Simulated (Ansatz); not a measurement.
**CH₈ClGeNSi: how energies converge with the basis set**

How large a basis does CH₈ClGeNSi need? Two functionals are run in growing sets.

Program: Ansatz 0.2.0, Gaussian basis. Level of theory: one geometry, several basis sets. These are calculated values, not measurements.

Plan: PBE0-D4/def2-SVP; ωB97M-V/def2-SVP; PBE0-D4/def2-QZVPP; ωB97M-V/def2-QZVPP; the functionals' def2-TZVPP values are taken from earlier runs.

## Step 1: The relaxed structure

An earlier PBE0-D4 in a triple-zeta def2 set relaxation fixed the geometry.

SMILES `C[N]([GeH3])[SiH2]Cl`, 13 atoms, charge 0, spin multiplicity 1.

Atoms are counted from 1 here; the program's logs count them from 0.

Bond lengths: C1–N2 1.458 Å, C1–H6 1.095 Å, C1–H7 1.096 Å, C1–H8 1.094 Å, N2–Ge3 1.850 Å, N2–Si4 1.699 Å, Ge3–H9 1.539 Å, Ge3–H10 1.532 Å, Ge3–H11 1.540 Å, Si4–Cl5 2.073 Å, Si4–H12 1.481 Å, Si4–H13 1.479 Å. Angles: N2–C1–H6 110.8°, N2–C1–H7 112.5°, N2–C1–H8 110.5°, H6–C1–H7 108.0°, H6–C1–H8 107.2°, H7–C1–H8 107.6°, C1–N2–Ge3 115.4°, C1–N2–Si4 119.4°, Ge3–N2–Si4 123.2°, N2–Ge3–H9 107.3°, N2–Ge3–H10 107.6°, N2–Ge3–H11 109.8°, H9–Ge3–H10 111.8°, H9–Ge3–H11 109.2°, H10–Ge3–H11 111.1°, N2–Si4–Cl5 113.7°, N2–Si4–H12 109.5°, N2–Si4–H13 109.0° and more.

As a file:

```xyz
13
charge 0, multiplicity 1
C    -1.3939   -0.5419    0.3441
N    -0.0841    0.0785    0.1807
Ge    1.3626   -1.0298    0.4963
Si    0.0416    1.5603   -0.6420
Cl   -0.1726    1.3920   -2.6969
H    -1.4697   -1.0409    1.3158
H    -1.6082   -1.2827   -0.4352
H    -2.1833    0.2145    0.3063
H     1.2425   -1.5363    1.9444
H     2.6353   -0.2024    0.2875
H     1.3188   -2.2322   -0.4655
H    -1.0553    2.4582   -0.2119
H     1.3868    2.1280   -0.4088
```

## Step 2: PBE0-D4 in def2-SVP

File in.yaml:

```yaml
crystal:
  periodic: [false, false, false]
  atoms:
    - {symbol: C, position_ang: [-1.393875, -0.541891, 0.344061]}
    - {symbol: N, position_ang: [-0.084148, 0.078495, 0.180659]}
    - {symbol: Ge, position_ang: [1.362571, -1.029753, 0.496252]}
    - {symbol: Si, position_ang: [0.041647, 1.560292, -0.641971]}
    - {symbol: Cl, position_ang: [-0.172568, 1.392009, -2.696938]}
    - {symbol: H, position_ang: [-1.469736, -1.040911, 1.315812]}
    - {symbol: H, position_ang: [-1.608163, -1.282739, -0.435204]}
    - {symbol: H, position_ang: [-2.183308, 0.214491, 0.306344]}
    - {symbol: H, position_ang: [1.242488, -1.536348, 1.944400]}
    - {symbol: H, position_ang: [2.635346, -0.202380, 0.287548]}
    - {symbol: H, position_ang: [1.318772, -2.232226, -0.465533]}
    - {symbol: H, position_ang: [-1.055318, 2.458228, -0.211861]}
    - {symbol: H, position_ang: [1.386790, 2.128030, -0.408766]}
basis:
  gaussian: {orbitals: def2-SVP}
hamiltonian: {xc: pbe0, dispersion: d4}
output: {orbitals: {seedname: orbitals}}
```

Launch:

```bash
> ansatz run in.yaml --threads 4 --pin off --events-out ev --progress --plain --max-ram 11315MiB
```

After this run come: ωB97M-V in def2-SVP; PBE0-D4 in def2-QZVPP; ωB97M-V in def2-QZVPP.

Before running them: what should the planned runs give, taken together? Wanted: PBE0-D4: double and triple zeta above quadruple; ωB97M-V: double and triple zeta above quadruple.

**Answer**, as computed:

| quantity | value |
| --- | --- |
| PBE0-D4: double and triple zeta above quadruple | 19.32, 2.03 eV |
| ωB97M-V: double and triple zeta above quadruple | 19.36, 1.96 eV |

In words: PBE0-D4 gains 17.29 eV from double to triple zeta, then 2.03 eV more. Total energies overstate the basis error of differences, where much of it tends to cancel. The LUMO of ωB97M-V is positive and keeps falling with the basis (2.30 to 1.52 eV): an unbound level that the basis holds in place.
